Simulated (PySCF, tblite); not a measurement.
**C5H10BP: dynamics, then NMR shifts on frames**

How do NMR shifts of C5H10BP (`[BH3-][P@+]1(C)C=C1C=C`) change as the atoms move?

The runs use tblite 0.8.0 and PySCF 2.14.0, with density-fitted response routines of our own; the level of theory stands in each step. All values are computed, except where a source is named. Atoms are numbered from 0 throughout.

## (1) Starting geometry

17 atoms, charge 0, multiplicity 1; geometry from: GFN2-xTB.

Bonds of the start (Å): B0–P1 1.95, P1–C2 1.85, P1–C3 1.82, C3–C4 1.33, C4–C5 1.42, C5–C6 1.33, C4–P1 1.82, B0–H7 1.19, B0–H8 1.19, B0–H9 1.19, C2–H10 1.09, C2–H11 1.09, C2–H12 1.09, C3–H13 1.07, C5–H14 1.08, C6–H15 1.08, C6–H16 1.08.

## (2) Dynamics with GFN2-xTB

The job: settings as JSON, then the geometry in Å.

```
{"job": {"kind": "md", "xc": "GFN2-xTB", "basis": "xTB", "temperature": 300, "steps": 2000, "every": 50, "frames": 5}, "charge": 0, "multiplicity": 1}
B     -1.871670     1.526904     0.408476
P     -0.832315    -0.101212     0.144924
C     -1.333193    -1.375771    -1.102004
C      0.207796    -0.966279     1.356668
C      0.947367    -0.347431     0.439083
C      2.268037    -0.032143     0.008788
C      2.501829     0.727127    -1.058664
H     -1.860898     2.052662    -0.659074
H     -1.283010     2.114978     1.255304
H     -2.950136     1.140604     0.728104
H     -1.464075    -0.885132    -2.065613
H     -0.588450    -2.163499    -1.184869
H     -2.291167    -1.802109    -0.805825
H      0.279485    -1.542320     2.254487
H      3.079531    -0.439106     0.601424
H      3.498932     0.974204    -1.379157
H      1.684937     1.130554    -1.636047
```

Method: GFN2-xTB Langevin dynamics, gas phase.

On the command line:

```sh
OMP_NUM_THREADS=1 python probes_run.py task.json out
```

The driver reads the jobs from task.json and runs them one after another.

Standard output:

```text
t/fs     T/K      E/eV
    0.0   259.0   -528.94731
   25.0   156.8   -528.52290
   50.0   304.9   -528.59625
   75.0   273.6   -528.59816
  100.0   220.9   -528.44969
  125.0   241.2   -528.39562
  150.0   296.0   -528.54477
  175.0   175.3   -528.38219
  200.0   264.6   -528.45361
  225.0   200.5   -528.20552
  250.0   295.7   -528.46427
  275.0   259.0   -528.45179
  300.0   224.3   -528.33203
  325.0   240.8   -528.49279
  350.0   281.9   -528.49646
  375.0   284.7   -528.44414
  400.0   372.3   -528.48907
  425.0   330.4   -528.38675
  450.0   329.0   -528.31490
  475.0   294.9   -528.20915
  500.0   432.2   -528.32530
  525.0   414.3   -528.29021
  550.0   443.4   -528.24598
  575.0   368.2   -528.39362
  600.0   261.6   -528.38735
  625.0   324.2   -528.47759
  650.0   307.7   -528.54853
  675.0   205.4   -528.36108
  700.0   217.0   -528.48056
  725.0   212.3   -528.44253
  750.0   297.4   -528.52661
  775.0   217.8   -528.48219
  800.0   340.5   -528.52794
  825.0   289.3   -528.20052
  850.0   339.2   -528.31840
  875.0   294.3   -528.41615
  900.0   384.1   -528.49514
  925.0   277.7   -528.37199
  950.0   207.9   -528.27754
  975.0   282.8   -528.44870
 1000.0   290.9   -528.28963
```

Run time: 11 s. Hardware: 1 thread of Arm Neoverse V2, shared host; peak memory 0.18 GiB.

Distance from the start (root mean square after alignment): 0 fs 0.00 Å, 200 fs 0.49 Å, 400 fs 0.38 Å, 600 fs 0.44 Å, 800 fs 0.64 Å, 1000 fs 0.93 Å.

Positions (Å) and forces (eV/Å) at 1000 fs:

```xyz
17

B    -2.444    2.705    1.144    0.082   -0.835    1.227
P    -1.759    0.893    1.072    1.686   -0.857    0.651
C    -2.908   -0.394    0.419    1.361   -0.537   -0.127
C    -0.713    0.016    2.292   -0.249    0.664   -0.493
C     0.020    0.195    1.204    0.135    0.598    0.071
C     1.418    0.062    0.762   -2.506   -0.566    0.963
C     1.593   -0.126   -0.520    0.709   -0.931   -1.880
H    -2.805    2.719    0.076   -0.789    0.535   -1.550
H    -1.547    3.384    1.410    0.352    0.451    0.228
H    -3.299    2.536    1.969    0.039    0.273   -0.113
H    -2.831   -1.314    1.002   -0.427    0.263    0.136
H    -3.868    0.049    0.328   -0.857    0.102    0.196
H    -2.553   -0.651   -0.568   -0.012   -0.054   -0.540
H    -0.560   -0.263    3.289   -0.068   -0.390    0.884
H     2.146   -0.136    1.549   -0.082    0.541   -0.379
H     2.563   -0.383   -0.898    0.462    0.108   -0.134
H     0.831   -0.242   -1.307    0.164    0.634    0.859
```

## (3) Shielding tensors: 250 fs, PBE0/pcSseg-1

The job: settings as JSON, then the geometry in Å.

```
{"job": {"kind": "nmr", "xc": "PBE0", "basis": "pcSseg-1", "pop": false}, "charge": 0, "multiplicity": 1}
B     -1.834000     1.877000     0.276000
P     -1.111800     0.037900     0.368200
C     -1.645600    -1.323800    -0.733900
C     -0.180600    -0.670900     1.757500
C      0.631300    -0.282600     0.781800
C      1.914000    -0.001600     0.242500
C      2.084600     0.041000    -1.088200
H     -1.713000     2.082500    -0.895900
H     -1.215200     2.375000     1.125400
H     -2.947400     1.650500     0.591600
H     -1.439200    -1.098600    -1.800600
H     -1.011000    -2.201700    -0.458400
H     -2.670400    -1.374900    -0.528700
H     -0.003900    -1.177300     2.728000
H      2.670800     0.335300     0.924100
H      3.044200     0.348000    -1.540300
H      1.397500    -0.359200    -1.760400
```

With the program's defaults for keys left out, this is: GIAO PBE0/pcSseg-1 NMR shielding, non-relativistic, gas phase.

Standard output:

```text
coarse grid: 14344 points
cycle   1  E = -562.0696085545  dE =  8.885e-01  |g| = 4.588e-01  |ddm| = 3.746e+00
cycle   2  E = -562.0779447236  dE = -8.336e-03  |g| = 4.341e-01  |ddm| = 1.170e+00
cycle   3  E = -562.1341358540  dE = -5.619e-02  |g| = 9.260e-02  |ddm| = 6.102e-01
cycle   4  E = -562.1362420345  dE = -2.106e-03  |g| = 3.592e-02  |ddm| = 1.594e-01
cycle   5  E = -562.1365663474  dE = -3.243e-04  |g| = 1.061e-02  |ddm| = 4.419e-02
cycle   6  E = -562.1365967111  dE = -3.036e-05  |g| = 1.979e-03  |ddm| = 1.539e-02
cycle   7  E = -562.1365974300  dE = -7.189e-07  |g| = 1.103e-03  |ddm| = 2.698e-03
final grid: 132896 points
cycle   8  E = -562.1794427762  dE = -3.557e-05  |g| = 8.629e-03  |ddm| = 3.298e-02
cycle   9  E = -562.1794320635  dE =  1.071e-05  |g| = 1.080e-02  |ddm| = 1.932e-02
cycle  10  E = -562.1794618551  dE = -2.979e-05  |g| = 2.419e-03  |ddm| = 1.259e-02
cycle  11  E = -562.1794633719  dE = -1.517e-06  |g| = 2.932e-04  |ddm| = 2.369e-03
cycle  12  E = -562.1794633911  dE = -1.921e-08  |g| = 1.041e-04  |ddm| = 3.869e-04
cycle  13  E = -562.1794633940  dE = -2.838e-09  |g| = 3.949e-05  |ddm| = 1.938e-04
cycle  14  E = -562.1794633944  dE = -4.076e-10  |g| = 1.288e-05  |ddm| = 6.367e-05
converged SCF energy = -562.1794633944

GIAO shielding tensors (ppm)
atom      isotropic    diamagn.    paramagn.     s11        s22        s33       span
  0 B      144.575     191.089     -46.515    125.655    140.565    167.504     41.848
  1 P      449.786     968.675    -518.889    206.905    254.455    887.998    681.093
  2 C      161.800     257.356     -95.556    128.531    163.013    193.857     65.326
  3 C       47.333     262.348    -215.015    -78.079     52.102    167.976    246.055
  4 C       26.824     268.008    -241.185   -111.196     25.447    166.221    277.417
  5 C       52.440     255.085    -202.646    -63.682     59.130    161.870    225.551
  6 C       46.771     254.915    -208.144    -66.737     41.841    165.209    231.946
  7 H       30.170      29.742       0.427     26.959     29.517     34.032      7.073
  8 H       31.775      30.166       1.609     27.906     29.735     37.683      9.777
  9 H       30.512      29.593       0.919     27.322     29.739     34.476      7.154
 10 H       29.328      31.464      -2.136     25.983     27.226     34.774      8.791
 11 H       30.184      31.217      -1.033     26.057     28.329     36.164     10.107
 12 H       30.525      31.116      -0.590     26.298     28.733     36.545     10.247
 13 H       22.858      32.594      -9.736     20.318     23.407     24.849      4.531
 14 H       24.482      30.494      -6.012     22.622     24.129     26.696      4.074
 15 H       25.077      27.911      -2.834     22.329     25.086     27.816      5.486
 16 H       26.045      35.133      -9.089     21.472     26.116     30.546      9.074
```

Wall time 19 s (1 thread of Arm Neoverse V2, shared host); peak memory 0.74 GiB.

The references, computed at this level on geometries of the same kind, shield at (ppm): ¹H TMS 31.72, ¹³C TMS 186.9, ³¹P H3PO4 318.4, ¹¹B BF3·OEt2 100.1. Their shielding less the atom's gives the shift. The references are single molecules in the gas phase, so shifts against H2O, NH3, PH3, H3PO4 or CFCl3 are not on the usual liquid scales and can be off by tens of ppm. Each atom is listed at this fixed geometry, with no averaging over motion; a spectrum would average atoms that exchange fast.

```
atoms                                        environment  σ (ppm)  δ (ppm)
   C4                    fully substituted alkene carbon     26.8    160.1
   C6                               terminal =CH2 carbon     46.8    140.2
   C3                                          alkene CH     47.3    139.6
   C5                                          alkene CH     52.4    134.5
   C2                          methyl carbon bonded to P    161.8     25.1
  H13                           hydrogen on an alkene CH    22.86     8.86
  H14                           hydrogen on an alkene CH    24.48     7.23
  H15                 hydrogen on a terminal =CH2 carbon    25.08     6.64
  H16                 hydrogen on a terminal =CH2 carbon    26.04     5.67
  H10            hydrogen on a methyl carbon bonded to P    29.33     2.39
   H7                    hydrogen on a boron bonded to P    30.17     1.55
  H11            hydrogen on a methyl carbon bonded to P    30.18     1.53
   H9                    hydrogen on a boron bonded to P    30.51     1.20
  H12            hydrogen on a methyl carbon bonded to P    30.53     1.19
   H8                    hydrogen on a boron bonded to P    31.77    -0.06
   B0                             boron bonded to P, 3 H    144.6    -44.5
   P1  phosphorus bonded to 3 C, B, in a 3-membered ring    449.8   -131.4
```

Ring of atoms P1, C3, C4: NICS(0) -22.6, NICS(1) -7.6, NICS(1)zz -15.1 ppm (means of both faces; NICS(1) differs between them: -8.9 and -6.2).

In rings of three or four atoms NICS is ruled by the nearby σ bonds, so it says little on aromaticity.

## (4) NMR shieldings: 425 fs, PBE0/pcSseg-1

The job: settings as JSON, then the geometry in Å.

```
{"job": {"kind": "nmr", "xc": "PBE0", "basis": "pcSseg-1", "pop": false}, "charge": 0, "multiplicity": 1}
B     -1.698000     2.173300     0.564800
P     -1.223200     0.309000     0.431900
C     -2.275800    -1.109600    -0.163800
C     -0.240100    -0.290800     1.818500
C      0.500000    -0.271900     0.704400
C      1.889400    -0.163400     0.419700
C      2.395100     0.470700    -0.657200
H     -2.175600     2.704300    -0.402300
H     -0.646500     2.740900     0.760500
H     -2.429700     2.370000     1.453000
H     -2.794900    -0.868300    -1.107700
H     -1.680900    -2.090700    -0.290700
H     -2.980800    -1.316000     0.592000
H     -0.036500    -0.573000     2.841100
H      2.460400    -0.460900     1.281600
H      3.428500     0.639000    -0.791500
H      1.746300     0.759300    -1.419400
```

With the program's defaults for keys left out, this is: GIAO PBE0/pcSseg-1 NMR shielding, non-relativistic, gas phase.

Standard output:

```text
coarse grid: 14344 points
cycle   1  E = -562.0604885556  dE =  8.578e-01  |g| = 4.790e-01  |ddm| = 3.737e+00
cycle   2  E = -562.0674460118  dE = -6.957e-03  |g| = 4.594e-01  |ddm| = 1.198e+00
cycle   3  E = -562.1324368622  dE = -6.499e-02  |g| = 7.337e-02  |ddm| = 6.180e-01
cycle   4  E = -562.1335809967  dE = -1.144e-03  |g| = 3.786e-02  |ddm| = 1.120e-01
cycle   5  E = -562.1339331577  dE = -3.522e-04  |g| = 1.282e-02  |ddm| = 4.456e-02
cycle   6  E = -562.1339783686  dE = -4.521e-05  |g| = 1.830e-03  |ddm| = 1.659e-02
cycle   7  E = -562.1339791927  dE = -8.241e-07  |g| = 4.838e-04  |ddm| = 2.327e-03
final grid: 132896 points
cycle   8  E = -562.1772526150  dE = -3.525e-05  |g| = 8.158e-03  |ddm| = 2.903e-02
cycle   9  E = -562.1772497630  dE =  2.852e-06  |g| = 8.931e-03  |ddm| = 1.553e-02
cycle  10  E = -562.1772700871  dE = -2.032e-05  |g| = 1.714e-03  |ddm| = 9.206e-03
cycle  11  E = -562.1772708501  dE = -7.630e-07  |g| = 3.006e-04  |ddm| = 1.813e-03
cycle  12  E = -562.1772708710  dE = -2.088e-08  |g| = 9.845e-05  |ddm| = 3.674e-04
cycle  13  E = -562.1772708737  dE = -2.708e-09  |g| = 2.651e-05  |ddm| = 1.433e-04
cycle  14  E = -562.1772708739  dE = -1.553e-10  |g| = 1.249e-05  |ddm| = 3.907e-05
converged SCF energy = -562.1772708739

GIAO shielding tensors (ppm)
atom      isotropic    diamagn.    paramagn.     s11        s22        s33       span
  0 B      143.485     186.157     -42.672    126.109    136.715    167.632     41.523
  1 P      435.095     966.195    -531.101    225.972    253.676    825.636    599.664
  2 C      160.593     253.270     -92.678    125.962    161.756    194.059     68.097
  3 C       44.484     266.120    -221.635   -107.655     57.056    184.052    291.707
  4 C       20.859     262.683    -241.823   -124.916     29.102    158.391    283.307
  5 C       52.181     256.005    -203.825    -63.451     62.090    157.904    221.355
  6 C       54.361     255.954    -201.593    -55.925     48.823    170.186    226.111
  7 H       30.144      28.232       1.912     27.313     28.581     34.538      7.225
  8 H       30.906      28.933       1.973     26.875     29.402     36.443      9.568
  9 H       30.417      28.249       2.167     26.867     29.203     35.180      8.313
 10 H       29.410      29.195       0.215     25.460     27.092     35.678     10.218
 11 H       29.248      29.612      -0.364     24.906     26.940     35.900     10.994
 12 H       30.350      29.448       0.902     26.396     28.560     36.094      9.698
 13 H       22.901      34.057     -11.157     18.721     24.457     25.524      6.803
 14 H       24.600      30.750      -6.150     22.219     23.407     28.174      5.954
 15 H       25.844      29.204      -3.360     23.432     25.507     28.592      5.160
 16 H       26.163      34.756      -8.594     22.429     25.385     30.674      8.245
```

It took 19 s on 1 thread of Arm Neoverse V2, shared host; peak memory 0.82 GiB.

This run: δ C4 166.1, C3 142.4, C5 134.7, C6 132.6, H13 8.82, H14 7.12 ppm.

[end of part 1 of 2]
